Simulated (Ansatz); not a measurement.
# C₂H₄SSi: basis-set convergence

The task here is to estimate one member of a computed series from the others.

Program: Ansatz 0.2.0, Gaussian basis. Level of theory: one geometry, several basis sets. These are calculated values, not measurements.

The runs, in order: PBE0-D4/def2-SVP; ωB97M-V/def2-SVP; PBE0-D4/def2-QZVPP; ωB97M-V/def2-QZVPP; the functionals' def2-TZVPP values are taken from earlier runs.

### The geometry

An earlier PBE0-D4 in a triple-zeta def2 set relaxation fixed the geometry.

8 atoms, charge 0, spin multiplicity 1.

Atoms are counted from 1 here; the program's logs count them from 0.

Bond lengths: S1–Si2 2.131 Å, S1–H5 1.343 Å, Si2–C3 1.794 Å, Si2–C4 1.794 Å, Si2–H6 1.480 Å, C3–C4 1.341 Å, C3–H7 1.084 Å, C4–H8 1.084 Å. Angles: Si2–S1–H5 93.3°, S1–Si2–C3 121.8°, S1–Si2–C4 121.8°, S1–Si2–H6 108.8°, C3–Si2–C4 43.9°, C3–Si2–H6 123.6°, C4–Si2–H6 123.6°, Si2–C3–C4 68.1°, Si2–C3–H7 157.3°, C4–C3–H7 134.6°, Si2–C4–C3 68.0°, Si2–C4–H8 157.3°, C3–C4–H8 134.6°.

The first run:

Contents of in.yaml:

```yaml
crystal:
  periodic: [false, false, false]
  atoms:
    - {symbol: S, position_ang: [-1.231114, 0.956564, -1.658504]}
    - {symbol: Si, position_ang: [-0.140393, 0.470007, 0.105984]}
    - {symbol: C, position_ang: [1.185235, -0.738063, 0.093879]}
    - {symbol: C, position_ang: [0.067572, -1.226012, 0.651366]}
    - {symbol: H, position_ang: [-1.550172, 2.184129, -1.217523]}
    - {symbol: H, position_ang: [-0.185937, 1.626182, 1.028378]}
    - {symbol: H, position_ang: [2.166154, -1.144200, -0.125052]}
    - {symbol: H, position_ang: [-0.219244, -2.185806, 1.065672]}
basis:
  gaussian: {orbitals: def2-SVP}
hamiltonian: {xc: pbe0, dispersion: d4}
output: {orbitals: {seedname: orbitals}}
```

Started as:

```console
$ ansatz run in.yaml --threads 2 --pin off --events-out ev --progress --plain --max-ram 4352MiB
```

Among the steps run: PBE0-D4 in def2-SVP; ωB97M-V in def2-SVP; PBE0-D4 in def2-QZVPP; ωB97M-V in def2-QZVPP.

One of the session's tables, all rows but one given; the rest of the session is left out.

It belongs to the step «Density functionals: the series». 

| functional | basis | HOMO (eV) | LUMO (eV) |
| --- | --- | --- | --- |
| PBE0-D4 | def2-SVP | ? | ? |
| PBE0-D4 | def2-TZVPP | -7.00 | -0.40 |
| PBE0-D4 | def2-QZVPP | -7.03 | -0.49 |
| ωB97M-V | def2-SVP | -8.99 | 2.14 |
| ωB97M-V | def2-TZVPP | -9.12 | 1.73 |
| ωB97M-V | def2-QZVPP | -9.15 | 1.48 |

Estimate the missing values for PBE0-D4, def2-SVP.

As computed: HOMO (eV): -6.91; LUMO (eV): -0.19. In the column «HOMO (eV)» it is the highest.
